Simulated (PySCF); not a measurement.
# H14N4O2Os+: ligand-field states, spin distribution, part 1 of 2

What do calculations give for the ligand-field states, spin distribution of H14N4O2Os+?

Computed with PySCF 2.14.0 and routines of our own; the level stands in each step. Atoms count from 0.

## Step 1: The starting structure

21 atoms, charge 1, states of the metal's open shell are computed; geometry from: model start, shaken.

## Step 2: Optimising the geometry at PBE0-D3(BJ)/def2-SVP

Job settings and geometry (Å):

```
{"job": {"xc": "PBE0", "basis": "def2-SVP", "d3": "d3bj", "grid": 1, "maxiter": 45, "kind": "geom"}, "charge": 1, "metal": "Os", "open_shell": "d5"}
Os     0.000020     0.004480    -0.004110
O     -0.013360    -0.006820     1.935130
H      0.800900     0.020100     2.482620
O     -0.009310     0.007350    -1.944650
H     -0.798420    -0.013960    -2.490440
N      2.060430    -0.020160    -0.006860
H      2.411820     0.923010    -0.027630
H      2.436810    -0.490190     0.820170
H      2.442690    -0.473980    -0.853860
N     -2.058080    -0.000730     0.001700
H     -2.463290    -0.949520    -0.014680
H     -2.452470     0.487090     0.803990
H     -2.440820     0.484440    -0.824860
N     -0.001680     2.051660     0.000960
H     -0.018380     2.441480     0.962740
H      0.792900     2.453230    -0.469390
H     -0.825730     2.470340    -0.459750
N     -0.017990    -2.048880     0.008650
H     -0.002830    -2.430090    -0.943350
H      0.826110    -2.418760     0.461040
H     -0.813060    -2.447290     0.473090
```

Command:

```bash
OMP_NUM_THREADS=1 python lf_run.py task.json out
```

One launch serves the whole session: the jobs run in the order shown.

The program printed:

```text
step   0  E = -467.76588333  max force = 0.033053
step   1  E = -467.77994762  max force = 0.008966
step   2  E = -467.78342739  max force = 0.006149
step   3  E = -467.78470598  max force = 0.010248
step   4  E = -467.78573321  max force = 0.004620
step   5  E = -467.78653440  max force = 0.003709
step   6  E = -467.78721751  max force = 0.005055
step   7  E = -467.78804887  max force = 0.008519
step   8  E = -467.78893413  max force = 0.008062
step   9  E = -467.78981550  max force = 0.004551
step  10  E = -467.79017951  max force = 0.002283
step  11  E = -467.79024674  max force = 0.001029
step  12  E = -467.79026300  max force = 0.000343
step  13  E = -467.79026802  max force = 0.000265
optimisation converged
```

Run time: 10 min. Hardware: 1 thread of Arm Neoverse V1, shared host; peak memory 0.94 GiB.

Along the way:

| step | energy from step 0 (eV) | largest force component (eV/Å) |
| --- | --- | --- |
| 0 | 0.0000 | 1.6997 |
| 1 | -0.3827 | 0.4611 |
| 2 | -0.4774 | 0.3162 |
| 3 | -0.5122 | 0.5270 |
| 4 | -0.5401 | 0.2376 |
| 5 | -0.5619 | 0.1907 |
| 6 | -0.5805 | 0.2599 |
| 7 | -0.6032 | 0.4381 |
| 8 | -0.6272 | 0.4146 |
| 9 | -0.6512 | 0.2340 |
| 10 | -0.6611 | 0.1174 |
| 11 | -0.6630 | 0.0529 |
| 12 | -0.6634 | 0.0176 |
| 13 | -0.6635 | 0.0136 |

Distances of close pairs at the start and the end, largest changes first:

```
   bond  before (Å)  after (Å)  change (Å)
Os0–N13       2.047      2.132      +0.085
Os0–N17       2.053      2.132      +0.079
 Os0–N9       2.058      2.134      +0.076
 Os0–N5       2.061      2.134      +0.073
 Os0–O1       1.939      1.993      +0.054
 Os0–O3       1.941      1.994      +0.053
  O1–H2       0.982      0.963      -0.019
N17–H20       1.003      1.022      +0.019
```

The final coordinates are the input of the step that follows.

| at the end point | value |
| --- | --- |
| point group (found at 0.08 Å tolerance) | Ci |
| rotational constants (GHz, main isotopes) | 1.772, 1.577, 1.403 |
| ⟨S²⟩ | 0.753 |

## Step 3: Ligand-field states: state-averaged CASSCF

Job settings and geometry (Å):

```
{"job": {"kind": "lf", "basis": {"metal": "x2c-TZVPall", "ligand": "x2c-SVPall"}, "nevpt": true}, "charge": 1, "metal": "Os", "open_shell": "d5"}
Os     0.000000     0.000000     0.000000
O     -0.225012     0.114157     1.977486
H      0.485901    -0.204614     2.543046
O      0.225012    -0.114157    -1.977486
H     -0.485901     0.204614    -2.543046
N      2.120099    -0.037691    -0.240877
H      2.648917     0.755787     0.126327
H      2.617143    -0.867672     0.089069
H      2.199966    -0.018559    -1.268738
N     -2.120099     0.037691     0.240877
H     -2.648917    -0.755787    -0.126327
H     -2.199966     0.018559     1.268738
H     -2.617143     0.867672    -0.089069
N     -0.037657     2.128304     0.122095
H     -0.060860     2.311829     1.131902
H      0.774976     2.613432    -0.263452
H     -0.852298     2.587948    -0.290962
N      0.037657    -2.128304    -0.122095
H      0.060860    -2.311829    -1.131902
H      0.852298    -2.587948     0.290962
H     -0.774976    -2.613432     0.263452
```

Level: state-averaged CASSCF of the metal d shell, SC-NEVPT2 on the averaged canonical orbitals, state-interaction spin-orbit coupling.

The program printed:

```text
basis functions 235, electrons 133, active (5e, 5o)
stage 1: DIIS on the effective Fock matrix, level shift 0.30
cycle   1  E = -17626.6625229449  dE = -1.763e+04  max|g| = 8.766e-01
cycle   2  E = -17627.4633383390  dE = -8.008e-01  max|g| = 3.367e-01
cycle   3  E = -17627.5882132669  dE = -1.249e-01  max|g| = 1.951e-01
cycle   4  E = -17627.6442293563  dE = -5.602e-02  max|g| = 7.682e-02
cycle   5  E = -17627.6510938390  dE = -6.864e-03  max|g| = 1.458e-02
cycle   6  E = -17627.6525670366  dE = -1.473e-03  max|g| = 8.458e-03
cycle   7  E = -17627.6529580243  dE = -3.910e-04  max|g| = 5.737e-03
cycle   8  E = -17627.6531204994  dE = -1.625e-04  max|g| = 3.480e-03
cycle   9  E = -17627.6531882893  dE = -6.779e-05  max|g| = 2.729e-03
cycle  10  E = -17627.6532144061  dE = -2.612e-05  max|g| = 2.073e-03
cycle  11  E = -17627.6532243861  dE = -9.980e-06  max|g| = 1.550e-03
cycle  12  E = -17627.6532292611  dE = -4.875e-06  max|g| = 1.083e-03
cycle  13  E = -17627.6532314915  dE = -2.230e-06  max|g| = 7.228e-04
cycle  14  E = -17627.6532324485  dE = -9.571e-07  max|g| = 4.583e-04
cycle  15  E = -17627.6532328491  dE = -4.006e-07  max|g| = 2.736e-04
cycle  16  E = -17627.6532329864  dE = -1.373e-07  max|g| = 1.613e-04
cycle  17  E = -17627.6532330346  dE = -4.825e-08  max|g| = 9.266e-05
cycle  18  E = -17627.6532330507  dE = -1.611e-08  max|g| = 5.216e-05
cycle  19  E = -17627.6532330559  dE = -5.199e-09  max|g| = 2.863e-05
cycle  20  E = -17627.6532330575  dE = -1.557e-09  max|g| = 1.534e-05
cycle  21  E = -17627.6532330580  dE = -4.584e-10  max|g| = 7.980e-06
converged average energy = -17627.6532330580

 mult deg   label        CASSCF/cm-1   NEVPT2/cm-1
   2   1   2Ag                 0.0           0.0
   2   1   2Ag              3930.2        6216.8
   2   1   2Ag             10049.9       13139.2
   4   1   4Ag             21740.4       25011.2
   4   1   4Ag             23586.9       28982.9
   2   1   2Ag             31041.9       32019.2
   4   1   4Ag             27488.9       33048.2
   4   1   4Ag             27178.7       34319.4
   2   1   2Ag             33284.8       35965.3
   2   1   2Ag             34639.0       36705.6
   2   1   2Ag             32967.0       37408.1
   2   1   2Ag             35780.3       40097.5
   2   1   2Ag             36328.0       40488.2
   2   1   2Ag             39014.3       41667.1
   2   1   2Ag             37162.3       41880.2
   4   1   4Ag             36716.6       42005.8
   2   1   2Ag             36706.1       42593.7
   2   1   2Ag             39821.5       46119.2
   2   1   2Ag             42648.8       46998.2
   4   1   4Ag             40913.3       47976.3
   2   1   2Ag             47888.9       51762.9
   6   1   6Ag             40714.5       53064.5
   2   1   2Ag             49401.6       53703.3
   2   1   2Ag             51486.6       55074.8
   2   1   2Ag             52895.9       56941.3
   2   1   2Ag             51908.4       57042.6
   2   1   2Ag             55907.6       60932.9
   4   1   4Ag             56811.8       62651.0
   4   1   4Ag             55411.5       63065.4
   4   1   4Ag             60148.8       68643.6
   4   1   4Ag             59073.7       68902.1
   4   1   4Ag             61344.3       69395.2
   4   1   4Ag             61023.3       69999.8
   2   1   2Ag             66534.4       71499.6
   4   1   4Ag             62639.7       71787.9
   2   1   2Ag             65799.6       72574.5
   2   1   2Ag             66800.2       72590.7
   2   1   2Ag             68298.9       74086.2
   4   1   4Ag             66256.9       74164.5
   2   1   2Ag             68093.5       74482.6
   2   1   2Ag             68866.8       74940.2
   2   1   2Ag             71478.2       75030.1
   2   1   2Ag             70023.2       76443.7
   2   1   2Ag             70258.0       76494.2
   2   1   2Ag             70821.6       77112.2
   2   1   2Ag             70658.9       78156.7
   2   1   2Ag             73698.0       79444.1
   2   1   2Ag             74336.0       79903.6
   2   1   2Ag             75313.4       81568.3
   2   1   2Ag             75648.0       81902.5
   4   1   4Ag             73843.1       83207.1
   2   1   2Ag             78826.7       83563.8
   2   1   2Ag             77432.8       83620.5
   2   1   2Ag             76633.7       84332.7
   4   1   4Ag             75815.4       84572.5
   4   1   4Ag             78039.7       85221.5
   2   1   2Ag             85376.1       86955.7
   2   1   2Ag             82313.0       87071.1
   2   1   2Ag             80965.4       87673.3
   4   1   4Ag             79375.6       89824.6

spin-orbit levels / cm-1
      0.00  x2  2Ag 0.84 2Ag 0.09
   7496.64  x2  2Ag 0.81 2Ag 0.11
  14602.47  x2  2Ag 0.88 2Ag 0.05
  25251.22  x2  4Ag 0.74 4Ag 0.14 2Ag 0.04
  26484.70  x2  4Ag 0.92 4Ag 0.03
  30161.65  x2  4Ag 0.74 4Ag 0.10 2Ag 0.04
  30925.78  x2  4Ag 0.73 4Ag 0.11 2Ag 0.05
  32646.35  x2  4Ag 0.35 2Ag 0.30 4Ag 0.11
  34291.17  x2  4Ag 0.54 2Ag 0.19 4Ag 0.07
  34681.32  x2  4Ag 0.63 2Ag 0.15 2Ag 0.04
  35497.24  x2  4Ag 0.56 4Ag 0.18 2Ag 0.08
  35891.57  x2  4Ag 0.69 2Ag 0.06 2Ag 0.05
  37370.47  x2  2Ag 0.34 2Ag 0.33 4Ag 0.08
  38263.66  x2  2Ag 0.28 2Ag 0.21 4Ag 0.14
  39552.16  x2  2Ag 0.43 2Ag 0.23 2Ag 0.07
  41230.62  x2  2Ag 0.66 2Ag 0.07 4Ag 0.03
  42090.96  x2  2Ag 0.34 4Ag 0.23 2Ag 0.12
  42494.51  x2  2Ag 0.48 4Ag 0.15 2Ag 0.09
  43523.47  x2  4Ag 0.30 2Ag 0.20 2Ag 0.17
  44195.30  x2  4Ag 0.46 2Ag 0.23 2Ag 0.08
  44724.19  x2  4Ag 0.49 2Ag 0.20 2Ag 0.06
  45366.37  x2  2Ag 0.56 2Ag 0.14 4Ag 0.06
  47929.36  x2  2Ag 0.72 4Ag 0.13 2Ag 0.03
  48945.23  x2  2Ag 0.73 4Ag 0.15
  49683.37  x2  4Ag 0.60 2Ag 0.15 2Ag 0.10
  50580.87  x2  4Ag 0.66 2Ag 0.11 6Ag 0.06
  54129.16  x2  2Ag 0.72 4Ag 0.11 2Ag 0.04
  55603.26  x2  6Ag 0.87 2Ag 0.03
  55707.11  x2  6Ag 0.76 2Ag 0.11
  55923.72  x2  6Ag 0.83 2Ag 0.04 4Ag 0.03
```

Wall time 60 s (1 thread of Arm Neoverse V1, shared host); peak memory 0.88 GiB.

Warnings kept with the result: strongly covalent, metal-shell active space is small for this complex.

Key values:

```csv
quantity,value
spin-orbit constant ζ,3304 cm⁻¹
```

Powder susceptibility:

```
T (K)  χT (cm³ K/mol)  μ(eff)
    2           0.481    1.96
    5           0.482    1.96
   10           0.482    1.96
   20           0.483    1.97
   30           0.484    1.97
   50           0.486    1.97
   75           0.488    1.98
  100           0.490    1.98
  150           0.495    1.99
  200           0.499    2.00
  250           0.504    2.01
  300           0.508    2.02
```

The fields below are evaluated on a grid from the run's orbitals.

The spin density lies nearest to Os0 80 %; O1, O3 about 6 % each.

## Step 4: Spin distribution: unrestricted DFT, spin states

The job, as its differences from that of step 3:

```diff
@@ -1,2 +1,2 @@
-{"job": {"kind": "lf", "basis": {"metal": "x2c-TZVPall", "ligand": "x2c-SVPall"}, "nevpt": true}, "charge": 1, "metal": "Os", "open_shell": "d5"}
+{"job": {"kind": "spin", "xc": "TPSSh"}, "charge": 1, "metal": "Os", "open_shell": "d5"}
 Os     0.000000     0.000000     0.000000
```

Level: unrestricted DFT energies of the spin multiplicities at one geometry, beside CASSCF and NEVPT2 of the metal shell.

The program printed:

```text
multiplicity 6
final grid: 157368 points
cycle   1  E = -17634.5698645785  dE = -5.751e-02  |g| = 2.386e-01  |ddm| = 1.010e+00
cycle   2  E = -17634.5213520256  dE =  4.851e-02  |g| = 3.828e-01  |ddm| = 1.616e+00
cycle   3  E = -17634.5782201227  dE = -5.687e-02  |g| = 1.614e-01  |ddm| = 1.293e+00
cycle   4  E = -17634.5841787636  dE = -5.959e-03  |g| = 5.176e-02  |ddm| = 6.575e-01
cycle   5  E = -17634.5852107784  dE = -1.032e-03  |g| = 8.137e-03  |ddm| = 2.374e-01
cycle   6  E = -17634.5852487036  dE = -3.793e-05  |g| = 7.552e-03  |ddm| = 1.151e-01
cycle   7  E = -17634.5852670148  dE = -1.831e-05  |g| = 4.334e-03  |ddm| = 1.457e-02
cycle   8  E = -17634.5852752233  dE = -8.208e-06  |g| = 1.618e-03  |ddm| = 1.370e-02
cycle   9  E = -17634.5852764192  dE = -1.196e-06  |g| = 3.900e-04  |ddm| = 9.723e-03
cycle  10  E = -17634.5852764854  dE = -6.627e-08  |g| = 1.629e-04  |ddm| = 2.212e-03
converged SCF energy = -17634.5852764854
multiplicity 4
final grid: 157368 points
cycle   1  E = -17634.7140289958  dE = -7.681e-02  |g| = 1.954e-01  |ddm| = 8.847e-01
cycle   2  E = -17634.7127136538  dE =  1.315e-03  |g| = 1.336e-01  |ddm| = 4.667e-01
cycle   3  E = -17634.7145706631  dE = -1.857e-03  |g| = 1.135e-01  |ddm| = 4.201e-01
cycle   4  E = -17634.7191715227  dE = -4.601e-03  |g| = 1.825e-02  |ddm| = 1.724e-01
cycle   5  E = -17634.7193036703  dE = -1.321e-04  |g| = 4.405e-03  |ddm| = 2.015e-02
cycle   6  E = -17634.7193272506  dE = -2.358e-05  |g| = 1.453e-03  |ddm| = 1.350e-02
cycle   7  E = -17634.7193405175  dE = -1.327e-05  |g| = 1.177e-03  |ddm| = 1.270e-02
cycle   8  E = -17634.7193499555  dE = -9.438e-06  |g| = 9.342e-04  |ddm| = 1.086e-02
cycle   9  E = -17634.7193593313  dE = -9.376e-06  |g| = 4.426e-04  |ddm| = 1.657e-02
cycle  10  E = -17634.7193624831  dE = -3.152e-06  |g| = 1.481e-04  |ddm| = 1.271e-02
cycle  11  E = -17634.7193627032  dE = -2.201e-07  |g| = 6.786e-05  |ddm| = 3.569e-03
converged SCF energy = -17634.7193627032
multiplicity 2
final grid: 157368 points
cycle   1  E = -17634.8261008432  dE = -7.603e-02  |g| = 2.199e-01  |ddm| = 7.294e-01
cycle   2  E = -17634.8153578017  dE =  1.074e-02  |g| = 2.290e-01  |ddm| = 3.722e-01
cycle   3  E = -17634.8314631920  dE = -1.611e-02  |g| = 1.182e-01  |ddm| = 2.813e-01
cycle   4  E = -17634.8357429855  dE = -4.280e-03  |g| = 3.213e-02  |ddm| = 1.050e-01
cycle   5  E = -17634.8361280854  dE = -3.851e-04  |g| = 5.710e-03  |ddm| = 2.815e-02
cycle   6  E = -17634.8361445603  dE = -1.647e-05  |g| = 3.419e-03  |ddm| = 1.163e-02
cycle   7  E = -17634.8361528257  dE = -8.265e-06  |g| = 7.570e-04  |ddm| = 6.615e-03
cycle   8  E = -17634.8361549559  dE = -2.130e-06  |g| = 3.282e-04  |ddm| = 4.865e-03
cycle   9  E = -17634.8361557230  dE = -7.671e-07  |g| = 1.567e-04  |ddm| = 3.815e-03
converged SCF energy = -17634.8361557230
```

It took 4.4 min on 1 thread of Arm Neoverse V1, shared host; peak memory 1.1 GiB.

## Step 5: Spin distribution: unrestricted DFT, spin states

The job, as its differences from that of step 4:

```diff
@@ -1,2 +1,2 @@
-{"job": {"kind": "spin", "xc": "TPSSh"}, "charge": 1, "metal": "Os", "open_shell": "d5"}
+{"job": {"kind": "spin", "xc": "B3LYP"}, "charge": 1, "metal": "Os", "open_shell": "d5"}
 Os     0.000000     0.000000     0.000000
```

Method: unrestricted DFT energies of the spin multiplicities at one geometry, beside CASSCF and NEVPT2 of the metal shell.

The program printed:

```text
multiplicity 6
final grid: 157368 points
cycle   1  E = -17633.1021451994  dE = -6.955e-02  |g| = 2.505e-01  |ddm| = 9.362e-01
cycle   2  E = -17633.0929994709  dE =  9.146e-03  |g| = 2.295e-01  |ddm| = 6.976e-01
cycle   3  E = -17633.1064750363  dE = -1.348e-02  |g| = 1.311e-01  |ddm| = 4.478e-01
cycle   4  E = -17633.1125656820  dE = -6.091e-03  |g| = 2.069e-02  |ddm| = 2.057e-01
cycle   5  E = -17633.1128007648  dE = -2.351e-04  |g| = 4.367e-03  |ddm| = 7.443e-02
cycle   6  E = -17633.1129806406  dE = -1.799e-04  |g| = 8.841e-03  |ddm| = 2.381e-01
cycle   7  E = -17633.1129968040  dE = -1.616e-05  |g| = 7.802e-03  |ddm| = 1.478e-02
cycle   8  E = -17633.1130875933  dE = -9.079e-05  |g| = 5.086e-03  |ddm| = 1.705e-01
cycle   9  E = -17633.1131151645  dE = -2.757e-05  |g| = 9.683e-04  |ddm| = 1.109e-01
cycle  10  E = -17633.1131160615  dE = -8.970e-07  |g| = 1.783e-04  |ddm| = 1.665e-02
converged SCF energy = -17633.1131160615
multiplicity 4
final grid: 157368 points
cycle   1  E = -17633.2388761323  dE = -8.111e-02  |g| = 2.519e-01  |ddm| = 9.156e-01
cycle   2  E = -17633.2351153795  dE =  3.761e-03  |g| = 2.208e-01  |ddm| = 3.701e-01
cycle   3  E = -17633.2432716024  dE = -8.156e-03  |g| = 9.042e-02  |ddm| = 2.046e-01
cycle   4  E = -17633.2462325654  dE = -2.961e-03  |g| = 2.206e-02  |ddm| = 1.013e-01
cycle   5  E = -17633.2464406321  dE = -2.081e-04  |g| = 3.162e-03  |ddm| = 4.494e-02
cycle   6  E = -17633.2464579654  dE = -1.733e-05  |g| = 1.210e-03  |ddm| = 1.386e-02
cycle   7  E = -17633.2464680692  dE = -1.010e-05  |g| = 8.670e-04  |ddm| = 1.093e-02
cycle   8  E = -17633.2464785785  dE = -1.051e-05  |g| = 7.064e-04  |ddm| = 1.366e-02
cycle   9  E = -17633.2464848470  dE = -6.269e-06  |g| = 5.736e-04  |ddm| = 1.049e-02
cycle  10  E = -17633.2464920375  dE = -7.191e-06  |g| = 2.278e-04  |ddm| = 1.971e-02
cycle  11  E = -17633.2464930577  dE = -1.020e-06  |g| = 1.341e-04  |ddm| = 6.712e-03
cycle  12  E = -17633.2464932337  dE = -1.760e-07  |g| = 9.275e-05  |ddm| = 2.595e-03
converged SCF energy = -17633.2464932337
multiplicity 2
final grid: 157368 points
cycle   1  E = -17633.3488128407  dE = -7.984e-02  |g| = 2.709e-01  |ddm| = 7.415e-01
cycle   2  E = -17633.3396569283  dE =  9.156e-03  |g| = 2.751e-01  |ddm| = 3.417e-01
cycle   3  E = -17633.3585201848  dE = -1.886e-02  |g| = 7.976e-02  |ddm| = 2.222e-01
cycle   4  E = -17633.3606754301  dE = -2.155e-03  |g| = 3.247e-02  |ddm| = 8.592e-02
cycle   5  E = -17633.3610722479  dE = -3.968e-04  |g| = 3.724e-03  |ddm| = 2.976e-02
cycle   6  E = -17633.3610919568  dE = -1.971e-05  |g| = 3.412e-03  |ddm| = 1.216e-02
cycle   7  E = -17633.3611049907  dE = -1.303e-05  |g| = 1.048e-03  |ddm| = 7.856e-03
cycle   8  E = -17633.3611115671  dE = -6.576e-06  |g| = 5.802e-04  |ddm| = 7.177e-03
cycle   9  E = -17633.3611158328  dE = -4.266e-06  |g| = 3.082e-04  |ddm| = 8.093e-03
cycle  10  E = -17633.3611170535  dE = -1.221e-06  |g| = 1.323e-04  |ddm| = 5.465e-03
cycle  11  E = -17633.3611171616  dE = -1.081e-07  |g| = 9.080e-05  |ddm| = 1.424e-03
converged SCF energy = -17633.3611171616
```

Run time: 3.1 min. Hardware: 1 thread of Arm Neoverse V1, shared host; peak memory 1.1 GiB.

(Continued in part 2 of 2.)
